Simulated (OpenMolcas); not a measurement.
**Ru³⁺ among point charges: CASSCF and CASPT2 levels and susceptibility**

Aim: the splitting of the states of Ru³⁺ in the field of 4 point charges, its lowest levels with spin-orbit coupling and its magnetic susceptibility.

The numbers are computed with OpenMolcas 26.06 (state-averaged CASSCF and CASPT2, spin-orbit coupling by RASSI with atomic mean-field integrals), except any that are marked as measured or tabulated.

## (1) Starting point

```
Species                           : Ru³⁺ (ruthenium, Z = 44, 41 electrons)
Basis                             : ANO-RCC-VTZP [7s6p4d2f1g], 68 functions
Scalar Hamiltonian                : DKH2, point nucleus
Inactive shells                   : 1s 2s 2p 3s 3p 3d 4s 4p
Active space                      : 5 electrons in 5 orbitals (4d)
Some configurations of this space : 4d⁵
Orbitals                          : optimised for each spin and parity, averaged over all roots
```

The outer shells:

4d5
```
4d [↑ ][↑ ][↑ ][↑ ][↑ ]
```

The ion sits among 4 point charges of -1.3 e arranged as a square (D4h), 2.07 Å from the ion.

The work runs as a chain of OpenMolcas steps in one folder; each step below is one input file. Labels, J, g values, rates, χT and fits are worked out afterwards by a script from the matrices that RASSI stores. The input lists half of the charges; inversion (Group=XYZ) makes the rest.

## (2) One- and two-electron integrals

The input, a.inp:

```
&GATEWAY
Coord
1

Ru 0.0 0.0 0.0
Basis=ANO-RCC-VTZP
Group=XYZ
NoMove
AngMom=0.0 0.0 0.0
AMFI
XField
2 Angstrom 0
2.070000 0.000000 0.000000 -1.300000
0.000000 2.070000 0.000000 -1.300000
&SEWARD
```

Launch:

```console
$ OMP_NUM_THREADS=1 MOLCAS_MEM=1689 MOLCAS_PROJECT=a pymolcas a.inp > a.log
```

## (3) CASSCF: sextets of even parity, 1 root

The input, a.inp:

```
&RASSCF
FileOrb=start.orb
Symmetry=1
Spin=6
nActEl=5 0 0
Inactive=9 9
Ras2=5 0
CIRoot=1 1 1
SDav=1
CIMx=300
Iter=120 100
PrWF=0.3
OrbListing=Nothing
MaxOrb=0
>>> COPY $Project.JobIph JOB001
```

start.orb holds the contracted functions of the basis, ordered by shell, or the orbitals of the step before.

## (4) Reference wave functions, quartets of even parity, 24 roots

The input, a.inp:

```
&RASSCF
FileOrb=start.orb
Symmetry=1
Spin=4
nActEl=5 0 0
Inactive=9 9
Ras2=5 0
CIRoot=24 24 1
SDav=24
CIMx=300
Iter=120 100
PrWF=0.3
OrbListing=Nothing
MaxOrb=0
>>> COPY $Project.JobIph JOB002
```

## (5) CASSCF: doublets of even parity, 75 roots

The input, a.inp:

```
&RASSCF
FileOrb=start.orb
Symmetry=1
Spin=2
nActEl=5 0 0
Inactive=9 9
Ras2=5 0
CIRoot=75 75 1
SDav=75
CIMx=300
Iter=120 100
PrWF=0.3
OrbListing=Nothing
MaxOrb=0
>>> COPY $Project.JobIph JOB003
```

## (6) RASSI: spin-orbit coupling between the states

The input, a.inp:

```
&RASSI
NrOfJobIphs=3 1 24 75
1
1 2 3 4 5 6 7 8 9 10 11 12 13 14 15 16 17 18 19 20 21 22 23 24
1 2 3 4 5 6 7 8 9 10 11 12 13 14 15 16 17 18 19 20 21 22 23 24 25 26 27
28 29 30 31 32 33 34 35 36 37 38 39 40 41 42 43 44 45 46 47 48 49 50 51
52 53 54 55 56 57 58 59 60 61 62 63 64 65 66 67 68 69 70 71 72 73 74 75
IphNames
JOB001
JOB002
JOB003
EJob
SpinOrbit
DIPRint=1.0
SOCoupling=1000.0
Subsets=2
Property=9
'ANGMOM' 1 'ANGMOM' 2 'ANGMOM' 3 'MLTPL  1' 1 'MLTPL  1' 2 'MLTPL  1' 3
'AMFI' 1 'AMFI' 2 'AMFI' 3
SOProperty=3
'ANGMOM' 1 'ANGMOM' 2 'ANGMOM' 3
```

## (7) CASPT2: IPEA 0.25, imaginary shift 0.1 (closed shells correlated: 4s 4p)

The input, a.inp:

```
>>> COPY JOB001 $Project.JobIph
&CASPT2
Multistate=1 1
Frozen=8 6
IPEA=0.25
Imaginary=0.1
MaxIter=60
WThr=0.0 0.3 0.05
PrWF=0.5
NoMix
>>> COPY JOB002 $Project.JobIph
&CASPT2
Multistate=24 1 2 3 4 5 6 7 8 9 10 11 12 13 14 15 16 17 18 19 20 21 22
23 24
NoMult
Frozen=8 6
IPEA=0.25
Imaginary=0.1
MaxIter=60
WThr=0.0 0.3 0.05
PrWF=0.5
NoMix
>>> COPY JOB003 $Project.JobIph
&CASPT2
Multistate=75 1 2 3 4 5 6 7 8 9 10 11 12 13 14 15 16 17 18 19 20 21 22
23 24 25 26 27 28 29 30 31 32 33 34 35 36 37 38 39 40 41 42 43 44 45 46
47 48 49 50 51 52 53 54 55 56 57 58 59 60 61 62 63 64 65 66 67 68 69 70
71 72 73 74 75
NoMult
Frozen=8 6
IPEA=0.25
Imaginary=0.1
MaxIter=60
WThr=0.0 0.3 0.05
PrWF=0.5
NoMix
```

(Steps that only read results are left out.)

**Question.** What will these runs give? Wanted: spin-free ground state; lowest level; next level.

As calculated:

| quantity | value |
| --- | --- |
| method | SS-CASPT2, IPEA 0.25, imaginary shift 0.1 (closed shells correlated: 4s 4p) |
| spin-free ground state | 6A1, 1-fold in its orbital part |
| lowest level | 2-fold E1/2, g = 2.00, 5.99, 5.99 |
| next level | 4.5 cm⁻¹ |
| χT at 300 K | 4.37 cm³ K/mol |
| effective moment at 300 K | 5.91 μB |

Cost by method:

| method | time of its own steps | time with the reference |
| --- | --- | --- |
| A. CASSCF | 25 s | 25 s |
| B. SS-CASPT2, IPEA 0.25, imaginary shift 0.1, +4s 4p | 14 s | 40 s |

Times are of one thread on a shared host.

**Reading.** The spin-free ground state (6A1) comes to 100 % from free-ion S terms and keeps the highest spin of the shell. χT at 300 K is 4.37, against 4.39 cm³ K/mol for the spin alone, as a half-filled shell (L = 0) has no orbital moment. An active space of the d shell alone favours high spin; real ions in strong fields can be low spin. The field of point charges can differ much from that of real complexes. With metal d orbitals alone active, the gaps between spin states are rough; where two lie within a few thousand cm-1, their order is open. Point charges carry no covalency, so the field is a model and not that of real ligands.
